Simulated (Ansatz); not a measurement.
# WS3: the cost of one run

Program: Ansatz 0.2.0. Level of theory: DFT PBE, scalar-relativistic, plane waves, PAW. These are calculated values, not measurements.

1 further run of the same task is left out (set aside as unsound or not needed).

## (1) The starting structure

The structure is tetragonal, space group P4/mmm (No. 123). The conventional cell has a = 4.244 Å, b = 4.244 Å, c = 4.201 Å, α = 90.00°, β = 90.00°, γ = 90.00°. Around W (site symmetry 4/mmm) lie 12 S at 2.99 to 3.00 Å. S (site symmetry mmm) is surrounded by 4 W at 2.99 Å and 8 S at 2.99 to 3.00 Å. Around S (site symmetry 4/mmm) lie 8 S at 2.99 Å and 4 W at 3.00 Å.

Structure file:

```xyz
4
Lattice="4.2442 0.0000 0.0000 0.0000 4.2442 0.0000 0.0000 0.0000 4.2005" Properties=species:S:1:pos:R:3 pbc="T T T"
W     0.0000    0.0000    0.0000
S     0.0000    2.1221    2.1003
S     2.1221    0.0000    2.1003
S     2.1221    2.1221    0.0000
```

(A quick probe on a coarse mesh, which set the mesh and smearing, is not shown.)

## (3) Coarse relaxation

Input file input.yaml:

```yaml
crystal:
  lattice:
    - [4.2441727726, 0.0, 0.0]
    - [0.0, 4.2441727726, 0.0]
    - [0.0, 0.0, 4.2005486002]
  atoms:
    - { symbol: W, position: [0.0, 0.0, 0.0], spin: 1.97 }
    - { symbol: S, position: [0.0, 0.5, 0.5], spin: 0.11 }
    - { symbol: S, position: [0.5, 0.0, 0.5], spin: 0.11 }
    - { symbol: S, position: [0.5, 0.5, 0.0] }
basis:
  ecutwfc: 420
kpoints:
  mp_grid: { grid: [4, 4, 4] }
hamiltonian:
  xc: pbe
scf:
  occupations: { method: gaussian, width: 0.1 }
  lower_state_search: "off"
output:
  forces: true
  stress: true
  eigenvalues: true
  populations: true
magnetization:
  spin_polarized: true
relax:
  adjacent_minimum: "off"
  f_tol: 0.04
  max_steps: 70
  cell: { stress_tol: 0.4 }
```

Run with:

```bash
> ansatz run input.yaml --threads 1 --pin off --max-ram 2560MiB --backend cpu --events-out ev --progress --plain --runs-dir out
```

**Question.** How long does this run take on 1 thread of Intel Xeon Platinum 8488C (Sapphire Rapids), shared host, and how much memory does it need?

About 92 s, with a peak of 0.49 GiB.
